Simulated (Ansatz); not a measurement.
Born–Oppenheimer molecular dynamics of a periodic cell of 19 atoms, Ba$_{4}$Y$_{2}$F$_{13}$ (host Ba2YF7, host structure C2/c, one F atom removed), cell charge +1. It goes on from the last frame of an earlier run, with new velocities.

Computed with DFT PBEsol, scalar-relativistic, plane waves, PAW in Ansatz. Settings: cutoff 200 eV, k mesh 2x2x1, fermi-dirac smearing 0.05 eV, no spin polarisation.

```
ensemble        : NVT, Nosé–Hoover chain
time step       : 2 fs
steps asked     : 200
set temperature : 2400 K
thermostat      : time constant 200 fs, chain length 5
seed            : 516264
```

First frame:

```xyz
19
Lattice="6.9118 -3.4022 0.0000 6.9118 3.4022 0.0000 -4.7701 0.0000 6.7094" Properties=species:S:1:pos:R:3
Ba 7.574 0.091 1.688
Ba 5.359 0.370 5.029
Ba 3.122 0.440 1.949
Ba 0.887 0.001 4.763
Y 5.545 -3.503 1.562
Y 3.085 3.772 5.278
F 10.136 -0.236 0.633
F 7.670 -0.490 4.240
F 7.816 2.709 0.677
F 6.542 1.810 3.188
F 5.215 -1.055 2.717
F 5.266 1.512 0.578
F 3.563 -1.423 6.349
F 4.320 3.100 3.312
F 3.078 1.142 4.730
F 2.679 -1.468 3.650
F 1.018 -2.231 6.582
F 0.615 1.109 2.271
F -1.848 -0.790 5.978
```

(1) What does the run give?

(2) What happens to the structure?

(3) How do temperature and energy run in time?

## Answers

(1) The run went to its last step.

```yaml
steps_done: 200
time_covered: 400 fs
mean_temperature_over_the_second_half: 2210 K
spread_of_the_potential_energy_over_the_second_half: 38.9 meV per atom
mean_potential_energy_of_the_second_half_above_the_start: 142.1 meV per atom
```

The conserved energy stayed within 0.62 meV per atom of its start (net change 0.5 meV per atom), so the integration is sound. A run of 0.4 ps of so small a system gives no equilibrium averages. The plane-wave cutoff is below what these datasets need, so energies and pressures aren't converged. Limits of this set-up: coarse k mesh, charged cell in a uniform background, uncorrected.

(2) Mean squared displacements from the first frame to the last, about the centre of mass: Ba 0.11 Å², Y 0.20 Å², F 1.55 Å². This is one draw of velocities; another would differ in detail.

(3) 
| time (fs) | T (K) | potential energy less start (eV) | conserved less start (meV/atom) |
| --- | --- | --- | --- |
| 0.0 | 2400 | 0.000 | 0.00 |
| 32.0 | 1574 | 1.943 | 0.09 |
| 64.0 | 1960 | 1.140 | 0.37 |
| 96.0 | 1356 | 2.664 | 0.10 |
| 128.0 | 2352 | 0.539 | -0.02 |
| 160.0 | 2275 | 1.091 | 0.16 |
| 192.0 | 1888 | 2.322 | 0.23 |
| 224.0 | 2002 | 2.390 | 0.26 |
| 256.0 | 2148 | 2.467 | 0.42 |
| 288.0 | 1968 | 3.249 | 0.55 |
| 320.0 | 2319 | 2.737 | 0.14 |
| 352.0 | 1537 | 4.756 | 0.61 |
| 384.0 | 2777 | 2.053 | 0.41 |

Time of the run: 7.4 min on 1 thread of Arm Neoverse V1, with other jobs on the host, peak memory 0.44 GiB.
